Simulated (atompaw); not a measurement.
# W: a PAW (atompaw) potential and its near relatives

One potential is built and tested. Then a few of its settings are changed, to learn what that costs or gains.

Method: atompaw 4.2.0.5, PBEsol, scalar-relativistic.

3 further runs of the same task are left out: 3 set aside as unsound or not needed.

### 1 The atom and the settings

The settings as typed:

* element: tungsten (W, Z = 74)
* type: PAW
* frozen core: [Kr] 4d10 4f14
* valence charge: 14
* reference configuration: 5s2 5p6 5d5 6s1 6p0
* partial waves: 5s (bound): rc 1.35 bohr; 6s (bound): rc 2.65 bohr; 5p (bound): rc 2.15 bohr; 6p (bound, empty): rc 2.65 bohr; 5d (bound): rc 2.65 bohr; 5d channel at 0.15 Ry: rc 2.00 bohr
* local potential: bessel scheme, radius 2.30 bohr
* core correction: smooth core density matched at 1.85 bohr
* augmentation charge: sinc compensation charge, radius 2.45 bohr; PAW radius 2.65 bohr; waves and projectors: custom polynom2 7 10 vanderbiltortho

The outer shells as boxes (Hund's rule for the drawing; the calculation is spin-unpolarised):

```
[Kr] core
4d [↑↓][↑↓][↑↓][↑↓][↑↓]
4f [↑↓][↑↓][↑↓][↑↓][↑↓][↑↓][↑↓]
5s [↑↓]
5p [↑↓][↑↓][↑↓]
5d [↑ ][↑ ][↑ ][↑ ][↑ ]
6s [↑ ]
6p [  ][  ][  ]
```

### 2 The first potential

W.input reads:

```
W 74
GGA-PBESOL scalarrelativistic loggrid 2001 logderivrange -8 5 326
6 6 5 4 0 0
6 0 1
6 1 0
5 2 5
0 0 0
c
c
c
c
v
v
c
c
c
v
v
c
c
v
c
2
2.65 2.45 2.30 1.85
n
n
y
0.15
n
custom polynom2 7 10 vanderbiltortho sinc
bessel
1.35
2.65
2.15
2.65
2.65
2.00
PWSCFOUT
UPFDX 0.0125d0 UPFXMIN -7.d0 UPFZMESH 74.d0
END
```

Command:

```sh
atompaw < W.input > W.log
```

What the program wrote to the file W (summary file):

```text
 Completed calculations for W (AE)

 Exchange-correlation type: GGA, Perdew-Burke-Ernzerhof modified (PBEsol)

 Radial integration grid is logarithmic 
 r0 =   9.2376146E-05 h =   6.8358348E-03   n =      2001 rmax =   8.0000000E+01

 Scalar relativistic calculation

 AEatom converged in  51 iterations
   nz     =  74.00
   delta  =       1.015150515407E-15

 All Electron Orbital energies:         
  n  l      occupancy      energy
  1  0      2.0000000E+00 -5.1060018E+03
  2  0      2.0000000E+00 -8.8118100E+02
  3  0      2.0000000E+00 -2.0281441E+02
  4  0      2.0000000E+00 -4.1701541E+01
  5  0      2.0000000E+00 -5.6718949E+00
  6  0      1.0000000E+00 -3.8046576E-01
  2  1      6.0000000E+00 -7.7064610E+02
  3  1      6.0000000E+00 -1.7008796E+02
  4  1      6.0000000E+00 -3.0966662E+01
  5  1      6.0000000E+00 -3.0442332E+00
  6  1      0.0000000E+00 -8.1116038E-02
  3  2      1.0000000E+01 -1.3244738E+02
  4  2      1.0000000E+01 -1.7367213E+01
  5  2      5.0000000E+00 -2.4564357E-01
  4  3      1.4000000E+01 -2.2980653E+00

 Total energy
   Total                    :   -32275.42094991986960

 ---
 Completed calculations for W (SC)

 Exchange-correlation type: GGA, Perdew-Burke-Ernzerhof modified (PBEsol)

 Radial integration grid is logarithmic 
 r0 =   9.2376146E-05 h =   6.8358348E-03   n =      2001 rmax =   8.0000000E+01

 Scalar relativistic calculation

 SCatom converged in   7 iterations
   nz     =  74.00
   delta  =       1.790808311257E-15

 Valence Electron Orbital energies:         
  n  l      occupancy      energy
   5  0      2.0000000E+00 -5.6718949E+00
   6  0      1.0000000E+00 -3.8046576E-01
   5  1      6.0000000E+00 -3.0442333E+00
   6  1      0.0000000E+00 -8.1116034E-02
   5  2      5.0000000E+00 -2.4564357E-01

 Total energy
   Total                    :   -32275.42094993087812
   Valence                  :     -749.81482980968360

 PAW parameters: 
       lmax =            2
         rc =    2.6584608306728525     
        irc =         1503
   rc_shape =    2.4658841482871070     
    rc_vloc =    2.3029465825078974     
    rc_core =    1.8504574978818693     
   Vloc: truncated form - Vps(r)=A.sin(qr)/r for r<rc
   Projector type: improved polynomial pseudization + Vanderbilt ortho.
   Sinc^2 compensation charge shape zeroed at   2.4659E+00

 Number of basis functions     6
 No.   n  nodes  l      Energy         Cp coeff         Occ
  1    5    4    0   -0.5671895E+01 -0.2375293E+00  0.2000000E+01
  2    6    5    0   -0.3804658E+00  0.4020648E+01  0.1000000E+01
  3    5    3    1   -0.3044233E+01 -0.7487595E+00  0.6000000E+01
  4    6    4    1   -0.8111603E-01  0.2246849E+02  0.0000000E+00
  5    5    2    2   -0.2456436E+00 -0.3528667E+01  0.5000000E+01
  6  999    3    2    0.1500000E+00 -0.3429618E-01  0.0000000E+00

 Eigenvalues of overlap operator (in the basis of projectors):
    1        3.37424506E-03
    2        2.68654338E-01
    3        1.03746503E+00
    4        1.84758463E+01
    5        2.50567525E+01
    6        2.35826062E+02

 Orbital leakage outside PAW augmentation regions
   orb  is_core?  %out_of_sphere
   1 0    T           0.00
   2 0    T           0.00
   3 0    T           0.00
   4 0    T           0.00
   5 0    F           0.09
   6 0    F          66.33
   2 1    T           0.00
   3 1    T           0.00
   4 1    T           0.00
   5 1    F           0.79
   6 1    F          91.87
   3 2    T           0.00
   4 2    T           0.00
   5 2    F          25.73
   4 3    T           0.03

 Summary of PAW energies
   Total valence energy     :   -749.81489258481099
   Smooth energy            :     22.49670738183634
   One center               :   -772.31159996664735
   Smooth kinetic           :     22.90365686639064
   Vloc energy              :      7.56059294071172
   Smooth exch-corr         :    -10.95682661178457
   One-center xc            :   -625.09902693872198
```

Wall time 21 s (1 thread, shared host).

All-electron and pseudo partial waves u(r) = r·R(r), from the program's wave files:

```tsv
r (bohr)	6s AE	6s PS	5d AE	5d PS
0.102	-0.0498	0.0214	0.2012	0.0001
0.204	-0.0497	0.0430	0.0228	0.0007
0.306	0.1542	0.0648	-0.2440	0.0023
0.408	0.1527	0.0872	-0.3081	0.0054
0.510	0.0123	0.1101	-0.2085	0.0105
0.612	-0.1414	0.1337	-0.0377	0.0183
0.713	-0.2454	0.1579	0.1419	0.0291
0.815	-0.2880	0.1833	0.3047	0.0437
0.917	-0.2759	0.2096	0.4381	0.0626
1.019	-0.2240	0.2369	0.5407	0.0861
1.121	-0.1471	0.2653	0.6151	0.1147
1.223	-0.0571	0.2945	0.6656	0.1484
1.325	0.0372	0.3246	0.6967	0.1874
1.427	0.1295	0.3554	0.7126	0.2311
1.529	0.2160	0.3866	0.7166	0.2788
1.631	0.2945	0.4180	0.7118	0.3292
1.733	0.3640	0.4490	0.7005	0.3804
1.835	0.4239	0.4793	0.6845	0.4300
1.937	0.4747	0.5083	0.6652	0.4752
2.038	0.5163	0.5350	0.6440	0.5126
2.140	0.5502	0.5594	0.6212	0.5400
2.242	0.5767	0.5806	0.5976	0.5547
2.344	0.5966	0.5978	0.5737	0.5560
2.446	0.6106	0.6108	0.5498	0.5451
2.548	0.6194	0.6194	0.5262	0.5258
2.650	0.6236	0.6236	0.5030	0.5030
```

### 3 Scattering by logarithmic derivatives

Taken from the files of the generation run. The phase is arctan(r·u′/u) with u = r·R, unwrapped, with energies in Ry. A pole is an energy at which the radial function vanishes at the test radius. The pseudo phase is shifted by a multiple of π to meet the all-electron one at the reference energy. Levels narrower than the energy grid can be missing from the poles. The last column is the largest difference on the grid between −1 and +1 Ry.

```tsv
channel	radius (bohr)	reference (Ry)	poles AE	poles PS	window around the reference with phases within 0.05 rad (Ry)	largest difference near zero (rad)
s	2.66	-0.38	-5.64, 2.14	-5.64, 1.97	below 3.4	0.009
p	2.66	-0.08	-2.96, 3.79	-2.96, 3.98	the whole range	0.010
d	2.66	-0.25	0.37	0.37	below 2.2	0.001
```

Phases (rad) along the scan:

```tsv
E (Ry)	p AE	p PS	d AE	d PS
-8.00	1.431	1.431	1.437	1.439
-7.52	1.425	1.426	1.433	1.435
-7.04	1.420	1.420	1.428	1.430
-6.56	1.413	1.414	1.423	1.425
-6.08	1.406	1.406	1.417	1.419
-5.60	1.397	1.397	1.410	1.412
-5.12	1.386	1.387	1.402	1.405
-4.64	1.372	1.372	1.393	1.396
-4.16	1.351	1.352	1.382	1.385
-3.68	1.311	1.312	1.369	1.372
-3.20	0.968	0.970	1.353	1.355
-2.72	-1.715	-1.715	1.332	1.334
-2.24	-1.787	-1.786	1.302	1.304
-1.76	-1.833	-1.832	1.256	1.257
-1.28	-1.885	-1.884	1.169	1.170
-0.80	-1.959	-1.959	0.921	0.922
-0.32	-2.085	-2.085	-0.584	-0.584
0.16	-2.351	-2.351	-1.469	-1.469
0.64	-3.026	-3.020	-1.653	-1.652
1.12	-3.921	-3.910	-1.757	-1.754
1.60	-4.324	-4.314	-1.860	-1.852
2.08	-4.496	-4.487	-2.016	-1.983
2.56	-4.588	-4.579	-2.353	-2.216
3.04	-4.648	-4.638	-3.241	-2.735
3.52	-4.692	-4.680	-4.070	-3.583
4.00	-4.727	-4.714	-4.373	-4.100
4.48	-4.759	-4.742	-4.508	-4.326
4.96	-4.790	-4.769	-4.583	-4.442
```

### 4 Plane-wave convergence, by spherical Bessel functions

A separate test, outside the generator: the pseudo-atom's Hamiltonian at the reference potential is diagonalised in spherical Bessel functions j_l(qr) that vanish at 20 bohr, with q² up to the cutoff.

All-electron valence levels (Ry): 5s -5.6719, 6s -0.3805, 5p -3.0442, 6p -0.0811, 5d -0.2456. The lowest levels of each channel (Ry) by cutoff; the last column sums, over occupied levels, occupation times the distance from the level at 400 Ry. A positive value at high cutoff is not a bound level.

```tsv
cutoff (Ry)	s #1	s #2	p #1	p #2	d #1	f #1	Σ f·Δε (mRy)
8	-5.3362	-0.3796	-2.7293	-0.0805	-0.2381	0.1074	2599.8
12	-5.6378	-0.3803	-3.0206	-0.0809	-0.2390	0.1074	242.9
18	-5.6701	-0.3804	-3.0440	-0.0810	-0.2413	0.1074	26.7
21	-5.6701	-0.3804	-3.0441	-0.0810	-0.2418	0.1074	23.7
30	-5.6712	-0.3805	-3.0441	-0.0811	-0.2446	0.1074	7.2
40	-5.6716	-0.3805	-3.0441	-0.0811	-0.2451	0.1074	3.9
50	-5.6717	-0.3805	-3.0442	-0.0811	-0.2454	0.1074	2.2
55	-5.6718	-0.3805	-3.0442	-0.0811	-0.2454	0.1074	1.7
70	-5.6718	-0.3805	-3.0442	-0.0811	-0.2455	0.1074	0.7
90	-5.6719	-0.3805	-3.0442	-0.0811	-0.2456	0.1074	0.3
400	-5.6719	-0.3805	-3.0442	-0.0811	-0.2456	0.1074	0.0
```

The sum stays within 10 mRy from 30 Ry and within 1 mRy from 70 Ry. The sum leaves out empty levels, which can need more. Ghost test: no level below the all-electron spectrum of its channel (s, p, d, f tested).

### 5 Now with reference 5s2 5p6 5d4 6s2 6p0; waves 5d channel at 0.15 Ry: rc 2.65 bohr

W.input: that of step 2 with these lines changed.

```diff
@@ -3,5 +3,4 @@
 6 6 5 4 0 0
-6 0 1
 6 1 0
-5 2 5
+5 2 4
 0 0 0
@@ -36,3 +35,3 @@
 2.65
-2.00
+2.65
 PWSCFOUT
```

Command:

```sh
atompaw < W.input > W.log
```

Output in the file W (summary file):

```text
 Completed calculations for W (AE)

 Exchange-correlation type: GGA, Perdew-Burke-Ernzerhof modified (PBEsol)

 Radial integration grid is logarithmic 
 r0 =   9.2376146E-05 h =   6.8358348E-03   n =      2001 rmax =   8.0000000E+01

 Scalar relativistic calculation

 AEatom converged in  40 iterations
   nz     =  74.00
   delta  =       4.401839842732E-15

 All Electron Orbital energies:         
  n  l      occupancy      energy
  1  0      2.0000000E+00 -5.1061409E+03
  2  0      2.0000000E+00 -8.8132707E+02
  3  0      2.0000000E+00 -2.0295870E+02
  4  0      2.0000000E+00 -4.1845828E+01
  5  0      2.0000000E+00 -5.8143267E+00
  6  0      2.0000000E+00 -4.2233549E-01
  2  1      6.0000000E+00 -7.7079195E+02
  3  1      6.0000000E+00 -1.7023225E+02
  4  1      6.0000000E+00 -3.1111192E+01
  5  1      6.0000000E+00 -3.1767309E+00
  6  1      0.0000000E+00 -9.7872870E-02
  3  2      1.0000000E+01 -1.3259231E+02
  4  2      1.0000000E+01 -1.7512287E+01
  5  2      4.0000000E+00 -3.3162951E-01
  4  3      1.4000000E+01 -2.4429680E+00

 Total energy
   Total                    :   -32275.53435874507704

 ---
 Completed calculations for W (SC)

 Exchange-correlation type: GGA, Perdew-Burke-Ernzerhof modified (PBEsol)

 Radial integration grid is logarithmic 
 r0 =   9.2376146E-05 h =   6.8358348E-03   n =      2001 rmax =   8.0000000E+01

 Scalar relativistic calculation

 SCatom converged in   5 iterations
   nz     =  74.00
   delta  =       7.806961753414E-17

 Valence Electron Orbital energies:         
  n  l      occupancy      energy
   5  0      2.0000000E+00 -5.8143267E+00
   6  0      2.0000000E+00 -4.2233549E-01
   5  1      6.0000000E+00 -3.1767309E+00
   6  1      0.0000000E+00 -9.7872870E-02
   5  2      4.0000000E+00 -3.3162951E-01

 Total energy
   Total                    :   -32275.53435870523026
   Valence                  :     -749.90949597469285

 PAW parameters: 
       lmax =            2
         rc =    2.6584608306728525     
        irc =         1503
   rc_shape =    2.4658841482871070     
    rc_vloc =    2.3029465825078974     
    rc_core =    1.8504574978818693     
   Vloc: truncated form - Vps(r)=A.sin(qr)/r for r<rc
   Projector type: improved polynomial pseudization + Vanderbilt ortho.
   Sinc^2 compensation charge shape zeroed at   2.4659E+00

 Number of basis functions     6
 No.   n  nodes  l      Energy         Cp coeff         Occ
  1    5    4    0   -0.5814327E+01 -0.2377140E+00  0.2000000E+01
  2    6    5    0   -0.4223355E+00  0.3731951E+01  0.2000000E+01
  3    5    3    1   -0.3176731E+01 -0.7553705E+00  0.6000000E+01
  4    6    4    1   -0.9787287E-01  0.1866200E+02  0.0000000E+00
  5    5    2    2   -0.3316295E+00 -0.8746909E+02  0.4000000E+01
  6  999    3    2    0.1500000E+00 -0.7999448E+00  0.0000000E+00

 Eigenvalues of overlap operator (in the basis of projectors):
    1        7.01349938E-02
    2        2.64200103E-01
    3        1.03557658E+00
    4        1.75924392E+01
    5        1.94422856E+02
    6        3.62898902E+03

 Orbital leakage outside PAW augmentation regions
   orb  is_core?  %out_of_sphere
   1 0    T           0.00
   2 0    T           0.00
   3 0    T           0.00
   4 0    T           0.00
   5 0    F           0.08
   6 0    F          63.82
   2 1    T           0.00
   3 1    T           0.00
   4 1    T           0.00
   5 1    F           0.74
   6 1    F          90.10
   3 2    T           0.00
   4 2    T           0.00
   5 2    F          21.96
   4 3    T           0.03

 Summary of PAW energies
   Total valence energy     :   -749.90955151798289
   Smooth energy            :     23.28172463743697
   One center               :   -773.19127615541981
   Smooth kinetic           :     22.39572929441153
   Vloc energy              :      8.58483691733806
   Smooth exch-corr         :    -11.23553331459620
   One-center xc            :   -624.63480751839052
```

It took 13 s on 1 thread, shared host.

With this change the loose cutoff stays at 30 Ry and there is no bound ghost.

### 6 Changed: waves 5d channel at 0.15 Ry: rc 2.65 bohr; local potential ultrasoft scheme with l = 3 at …

In full, the change is: waves 5d channel at 0.15 Ry: rc 2.65 bohr; local potential ultrasoft scheme with l = 3 at 1 Ry, radius 2.30 bohr.

W.input: that of step 5 with these lines changed.

```diff
@@ -3,4 +3,5 @@
 6 6 5 4 0 0
+6 0 1
 6 1 0
-5 2 4
+5 2 5
 0 0 0
@@ -29,3 +30,3 @@
 custom polynom2 7 10 vanderbiltortho sinc
-bessel
+3 1 ultrasoft
 1.35
```

Command:

```sh
atompaw < W.input > W.log
```

What the program wrote to the file W (summary file):

```text
 Completed calculations for W (AE)

 Exchange-correlation type: GGA, Perdew-Burke-Ernzerhof modified (PBEsol)

 Radial integration grid is logarithmic 
 r0 =   9.2376146E-05 h =   6.8358348E-03   n =      2001 rmax =   8.0000000E+01

 Scalar relativistic calculation

 AEatom converged in  51 iterations
   nz     =  74.00
   delta  =       1.015150515407E-15

[... all-electron levels as in step 2 ...]

 Total energy
   Total                    :   -32275.42094991986960

 ---
 Completed calculations for W (SC)

 Exchange-correlation type: GGA, Perdew-Burke-Ernzerhof modified (PBEsol)

 Radial integration grid is logarithmic 
 r0 =   9.2376146E-05 h =   6.8358348E-03   n =      2001 rmax =   8.0000000E+01

 Scalar relativistic calculation

 SCatom converged in   7 iterations
   nz     =  74.00
   delta  =       1.790808311257E-15

 Valence Electron Orbital energies:         
  n  l      occupancy      energy
   5  0      2.0000000E+00 -5.6718949E+00
   6  0      1.0000000E+00 -3.8046576E-01
   5  1      6.0000000E+00 -3.0442333E+00
   6  1      0.0000000E+00 -8.1116034E-02
   5  2      5.0000000E+00 -2.4564357E-01

 Total energy
   Total                    :   -32275.42094993087812
   Valence                  :     -749.81482980968360

 PAW parameters: 
       lmax =            2
         rc =    2.6584608306728525     
        irc =         1503
   rc_shape =    2.4658841482871070     
    rc_vloc =    2.3029465825078974     
    rc_core =    1.8504574978818693     
   Vloc: Non norm-conserving form with l= 3;e=   1.0000E+00
   Projector type: improved polynomial pseudization + Vanderbilt ortho.
   Sinc^2 compensation charge shape zeroed at   2.4659E+00

 Number of basis functions     6
 No.   n  nodes  l      Energy         Cp coeff         Occ
  1    5    4    0   -0.5671895E+01 -0.6088172E+00  0.2000000E+01
  2    6    5    0   -0.3804658E+00  0.3159478E+01  0.1000000E+01
  3    5    3    1   -0.3044233E+01 -0.1757689E+01  0.6000000E+01
  4    6    4    1   -0.8111603E-01  0.2393679E+02  0.0000000E+00
  5    5    2    2   -0.2456436E+00 -0.8069923E+02  0.5000000E+01
  6  999    3    2    0.1500000E+00 -0.2971299E+01  0.0000000E+00

 Eigenvalues of overlap operator (in the basis of projectors):
    1        2.35042539E-01
    2        2.57993731E-01
    3        1.06524426E+00
    4        2.11652978E+01
    5        1.94012599E+02
    6        1.00643299E+04

 Orbital leakage outside PAW augmentation regions
   orb  is_core?  %out_of_sphere
   1 0    T           0.00
   2 0    T           0.00
   3 0    T           0.00
   4 0    T           0.00
   5 0    F           0.09
   6 0    F          66.33
   2 1    T           0.00
   3 1    T           0.00
   4 1    T           0.00
   5 1    F           0.79
   6 1    F          91.87
   3 2    T           0.00
   4 2    T           0.00
   5 2    F          25.73
   4 3    T           0.03

 Summary of PAW energies
   Total valence energy     :   -749.81494454002950
   Smooth energy            :      7.84123917069846
   One center               :   -757.65618371072799
   Smooth kinetic           :     22.90365686639064
   Vloc energy              :     -7.09487527042616
   Smooth exch-corr         :    -10.95682661178457
   One-center xc            :   -625.09902693872198
```

It took 21 s on 1 thread, shared host.

Compared with the first run, the loose cutoff stays at 30 Ry and there is no bound ghost.

### 7 Comparison

Cutoffs, loose and tight: the cutoffs (Ry, on a coarse ladder) from which the occupation-weighted sum of valence levels, in a spherical-Bessel basis at the reference potential, stays within 10 and 1 mRy of its value at 400 Ry; empty and scattering waves don't count. The number of plane waves in a given cell goes as the cutoff to the power 3/2; it is given for the loose cutoff, relative to the first potential. The phase difference is the largest within 1 Ry of zero, over the channels with partial waves.

| change | outcome | cutoff, loose | cutoff, tight | plane waves, relative | bound ghosts | phase difference near zero (rad) | lowest overlap eigenvalue (Bessel basis) |
| --- | --- | --- | --- | --- | --- | --- | --- |
| first potential | generated | 30 Ry | 70 Ry | 1.00 | none | 0.010 | 0.034 |
| reference 5s2 5p6 5d4 6s2 6p0; waves 5d channel at 0.15 Ry: rc 2.65 bohr | generated | 30 Ry | 60 Ry | 1.00 | none | 0.010 | 0.396 |
| waves 5d channel at 0.15 Ry: rc 2.65 bohr; local potential ultrasoft scheme with l = 3 at 1 Ry, radius 2.30 bohr | generated | 30 Ry | 70 Ry | 1.00 | none | 0.026 | 0.377 |

The first potential by itself. By its cutoff, 30 Ry for the looser tolerance, it is soft on the atom at that tolerance. The Bessel-basis test finds no level below the valence levels. Near zero energy the phases of the channels with partial waves agree within 0.010 rad.
